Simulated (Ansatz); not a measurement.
A first try at a rigid scan of one bond length of CH₅AlO₂, SMILES [CH3][Al]([OH])[OH], using Ansatz 0.2.0 through its Python package.

The script reads `ch5alo2.xyz`:
```text
9

C     0.01600    0.99630   -0.96960
Al   -0.23010   -0.53540    0.22130
O     0.68630   -2.06590   -0.13030
O    -1.26800   -0.43280    1.67170
H    -0.33910    0.75320   -2.02690
H    -0.67490    1.88380   -0.61590
H     1.05350    1.37290   -0.98590
H     1.60820   -1.92970    0.36910
H    -0.76330   -0.08860    2.44940
```

The script, `scan.py`:
```python
"""Stretching a bond of CH5AlO2, the rest held rigid."""

import ansatz as az
import numpy as np

BASIS = "cc-pVDZ"
XC = "cam_b3lyp"


def main() -> None:
    system = az.Crystal.molecule_from_extxyz("ch5alo2.xyz")

    symbols = [site.symbol for site in system.cartesian_sites]
    start = np.array([site.position_ang for site in system.cartesian_sites])
    axis = (start[3] - start[1]) / np.linalg.norm(start[3] - start[1])
    moving = [3, 8]
    lengths, energies = [1.572, 1.644, 1.715, 1.786, 1.858, 1.929, 2.001, 2.108], []
    for length in lengths:
        xyz = start.copy()
        xyz[moving] += (length - np.linalg.norm(start[3] - start[1])) * axis
        point = az.Crystal.molecule()
        for symbol, place in zip(symbols, xyz):
            point = point.atom(symbol, place.tolist())
        calc = point.calculation().basis(gaussian=BASIS).functional(XC)
        summary = calc.run(nproc=4, threads=1).report
        energies.append(summary["free_energy_ev"])
        print(f"r = {length:6.3f} A  E = {energies[-1]:.5f} eV  <S^2> = {abs(summary['mean_field']['state']['spin_squared']):.3f}")

    # quartic fit about the minimum
    fit = np.polynomial.Polynomial.fit(lengths, np.array(energies) - min(energies), 4).convert()
    roots = [r.real for r in fit.deriv().roots() if abs(r.imag) < 1e-9 and fit.deriv(2)(r.real) > 0]
    r_e = min(roots, key=lambda r: abs(r - lengths[int(np.argmin(energies))]))
    print(f"minimum of the fit at {r_e:.4f} A, force constant {fit.deriv(2)(r_e):.2f} eV/A^2")


if __name__ == "__main__":
    main()
```

Running `python scan.py` prints:
```text
Traceback (most recent call last):
  File "scan.py", line 37, in <module>
    main()
    ~~~~^^
  File "scan.py", line 25, in main
    summary = calc.run(nproc=4, threads=1).report
              ~~~~~~~~^^^^^^^^^^^^^^^^^^^^
TypeError: Calculation.run() got an unexpected keyword argument 'nproc'
```

Find the fault and give the corrected script.

The fault: run() has no such keyword. The change:

Script `scan.py`:
```python
"""Stretching a bond of CH5AlO2, the rest held rigid."""

import ansatz as az
import numpy as np

BASIS = "cc-pVDZ"
XC = "cam_b3lyp"


def main() -> None:
    system = az.Crystal.molecule_from_extxyz("ch5alo2.xyz")

    symbols = [site.symbol for site in system.cartesian_sites]
    start = np.array([site.position_ang for site in system.cartesian_sites])
    axis = (start[3] - start[1]) / np.linalg.norm(start[3] - start[1])
    moving = [3, 8]
    lengths, energies = [1.572, 1.644, 1.715, 1.786, 1.858, 1.929, 2.001, 2.108], []
    for length in lengths:
        xyz = start.copy()
        xyz[moving] += (length - np.linalg.norm(start[3] - start[1])) * axis
        point = az.Crystal.molecule()
        for symbol, place in zip(symbols, xyz):
            point = point.atom(symbol, place.tolist())
        calc = point.calculation().basis(gaussian=BASIS).functional(XC)
        summary = calc.run(threads=1).report
        energies.append(summary["free_energy_ev"])
        print(f"r = {length:6.3f} A  E = {energies[-1]:.5f} eV  <S^2> = {abs(summary['mean_field']['state']['spin_squared']):.3f}")

    # quartic fit about the minimum
    fit = np.polynomial.Polynomial.fit(lengths, np.array(energies) - min(energies), 4).convert()
    roots = [r.real for r in fit.deriv().roots() if abs(r.imag) < 1e-9 and fit.deriv(2)(r.real) > 0]
    r_e = min(roots, key=lambda r: abs(r - lengths[int(np.argmin(energies))]))
    print(f"minimum of the fit at {r_e:.4f} A, force constant {fit.deriv(2)(r_e):.2f} eV/A^2")


if __name__ == "__main__":
    main()
```

After the fix:

```console
$ python scan.py
r =  1.572 A  E = -11809.42550 eV  <S^2> = 0.000
r =  1.644 A  E = -11809.76702 eV  <S^2> = 0.000
r =  1.715 A  E = -11809.89821 eV  <S^2> = 0.000
r =  1.786 A  E = -11809.88231 eV  <S^2> = 0.000
r =  1.858 A  E = -11809.75927 eV  <S^2> = 0.000
r =  1.929 A  E = -11809.56426 eV  <S^2> = 0.000
r =  2.001 A  E = -11809.31596 eV  <S^2> = 0.000
r =  2.108 A  E = -11808.89047 eV  <S^2> = 0.000
minimum of the fit at 1.7407 A, force constant 26.09 eV/A^2
```

Reading the output:
- Total energies depend on the basis set; only differences at equal settings carry meaning.
- The rest of the molecule is held rigid at a force-field or estimated start geometry, and the basis set is modest; single-reference methods fail as a bond breaks.
- The orbitals are restricted, so S² is zero by construction.
- Wall time of the script: 22 s on 1 thread of Arm Neoverse V1, with other jobs on the host, peak memory 0.25 GiB.
